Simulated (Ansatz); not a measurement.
# CH5FOS2Si: the cost of one run

All numbers below are computed with Ansatz 0.2.0 (RKS B3LYP-D4/STO-3G).

## Step 1: Starting point

Bond lengths: O1–C2 1.484 Å, C2–S3 1.836 Å, C2–S4 1.760 Å, C2–Si5 1.909 Å, Si5–F6 1.637 Å, O1–H7 0.933 Å, S3–H8 1.301 Å, S4–H9 1.360 Å, Si5–H10 1.471 Å, Si5–H11 1.477 Å. Angles (14 of 15 angles, heavy atoms first): O1–C2–S3 107.0°, O1–C2–S4 108.2°, O1–C2–Si5 117.7°, S3–C2–S4 108.6°, S3–C2–Si5 106.7°, S4–C2–Si5 108.4°, C2–Si5–F6 108.8°, C2–O1–H7 104.9°, C2–S3–H8 94.5°, C2–S4–H9 100.1°, C2–Si5–H10 111.1°, C2–Si5–H11 112.4°, F6–Si5–H10 106.7°, F6–Si5–H11 106.8°.

Coordinates:

```xyz
11

O     1.1131   -0.7436    1.1072
C     0.0112   -0.3872    0.1792
S    -0.0855   -1.7236   -1.0764
S    -1.4927   -0.3646    1.0931
Si    0.1570    1.2562   -0.7811
F     0.1328    2.4966    0.2871
H     1.6205   -1.3750    0.6452
H    -0.6854   -2.5637   -0.2839
H    -1.1723    0.5407    2.0556
H     1.4395    1.3390   -1.4976
H    -0.9728    1.4682   -1.7078
```

## Step 2: Preparing the start

input.yaml reads:

```yaml
crystal:
  periodic: [false, false, false]
  atoms:
    - { symbol: O, position_ang: [1.1131, -0.7436, 1.1072] }
    - { symbol: C, position_ang: [0.0112, -0.3872, 0.1792] }
    - { symbol: S, position_ang: [-0.0855, -1.7236, -1.0764] }
    - { symbol: S, position_ang: [-1.4927, -0.3646, 1.0931] }
    - { symbol: Si, position_ang: [0.157, 1.2562, -0.7811] }
    - { symbol: F, position_ang: [0.1328, 2.4966, 0.2871] }
    - { symbol: H, position_ang: [1.6205, -1.375, 0.6452] }
    - { symbol: H, position_ang: [-0.6854, -2.5637, -0.2839] }
    - { symbol: H, position_ang: [-1.1723, 0.5407, 2.0556] }
    - { symbol: H, position_ang: [1.4395, 1.339, -1.4976] }
    - { symbol: H, position_ang: [-0.9728, 1.4682, -1.7078] }
basis:
  gaussian: { orbitals: STO-3G }
hamiltonian:
  xc: b3lyp
  dispersion: d4
relax:
  f_tol: 0.02
  max_steps: 40
```

Launch:

```
> ansatz run input.yaml --threads 1 --pin off --max-ram 2048MiB --backend cpu --events-out ev --progress --plain --runs-dir out
```

**Question.** How long does this run take on 1 thread of Intel Xeon 6975P-C (Granite Rapids), shared host, and how much memory does it need?

About 48 s, with a peak of 0.2 GiB.
